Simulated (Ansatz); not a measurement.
**InN₃H₆: small, medium and large basis sets**

Aim: see how fast density functionals converge with the basis set for InN₃H₆.

Computed with Ansatz 0.2.0, Gaussian basis. Level: one geometry, several basis sets.

Plan: PBE0-D4/def2-SVP; ωB97M-V/def2-SVP; PBE0-D4/def2-QZVPP; ωB97M-V/def2-QZVPP; the functionals' def2-TZVPP values are taken from earlier runs.

## Step 1: The geometry

An earlier PBE0-D4 in a triple-zeta def2 set relaxation fixed the geometry. In takes the def2 core potential; no spin-orbit term is included.

SMILES `[NH2][In]([NH2])[NH2]`, 10 atoms, charge 0, spin multiplicity 1.

Atoms are counted from 1 here; the program's logs count them from 0.

Bond lengths: N1–In2 2.025 Å, N1–H5 1.010 Å, N1–H6 1.010 Å, In2–N3 2.026 Å, In2–N4 2.025 Å, N3–H7 1.010 Å, N3–H8 1.010 Å, N4–H9 1.010 Å, N4–H10 1.010 Å. Angles: In2–N1–H5 116.1°, In2–N1–H6 116.6°, H5–N1–H6 108.4°, N1–In2–N3 119.7°, N1–In2–N4 120.5°, N3–In2–N4 119.6°, In2–N3–H7 116.1°, In2–N3–H8 116.1°, H7–N3–H8 108.3°, In2–N4–H9 116.1°, In2–N4–H10 116.6°, H9–N4–H10 108.4°.

## Step 2: PBE0-D4 in def2-SVP

in.yaml

```yaml
crystal:
  periodic: [false, false, false]
  atoms:
    - {symbol: N, position_ang: [-1.823548, 0.620434, -0.639443]}
    - {symbol: In, position_ang: [-0.010052, 0.001830, 0.017106]}
    - {symbol: N, position_ang: [0.527548, -1.939548, -0.203336]}
    - {symbol: N, position_ang: [1.200674, 1.267013, 1.034942]}
    - {symbol: H, position_ang: [-2.233959, 0.079891, -1.387534]}
    - {symbol: H, position_ang: [-1.911593, 1.600060, -0.868749]}
    - {symbol: H, position_ang: [1.178577, -2.300117, 0.479826]}
    - {symbol: H, position_ang: [-0.229351, -2.601630, -0.299782]}
    - {symbol: H, position_ang: [2.180763, 1.023655, 1.056773]}
    - {symbol: H, position_ang: [1.120931, 2.248402, 0.810197]}
basis:
  gaussian: {orbitals: def2-SVP}
hamiltonian: {xc: pbe0, dispersion: d4}
output: {orbitals: {seedname: orbitals}}
```

On the command line:

```sh
ansatz run in.yaml --threads 4 --pin off --events-out ev --progress --plain --max-ram 10444MiB
```

The runs that follow: ωB97M-V in def2-SVP; PBE0-D4 in def2-QZVPP; ωB97M-V in def2-QZVPP.

Q: Predict the results of all the runs planned. Wanted: PBE0-D4: double and triple zeta above quadruple; ωB97M-V: double and triple zeta above quadruple.

The runs gave:

| quantity | value |
| --- | --- |
| PBE0-D4: double and triple zeta above quadruple | 6.56, 0.37 eV |
| ωB97M-V: double and triple zeta above quadruple | 6.76, 0.35 eV |

In words: PBE0-D4 gains 6.19 eV from double to triple zeta, then 0.37 eV more. These are total energies; as a rule much of such shifts cancels in differences, which this series doesn't test. The LUMO of ωB97M-V is positive and keeps falling with the basis (1.56 to 0.63 eV): an unbound level that the basis holds in place.
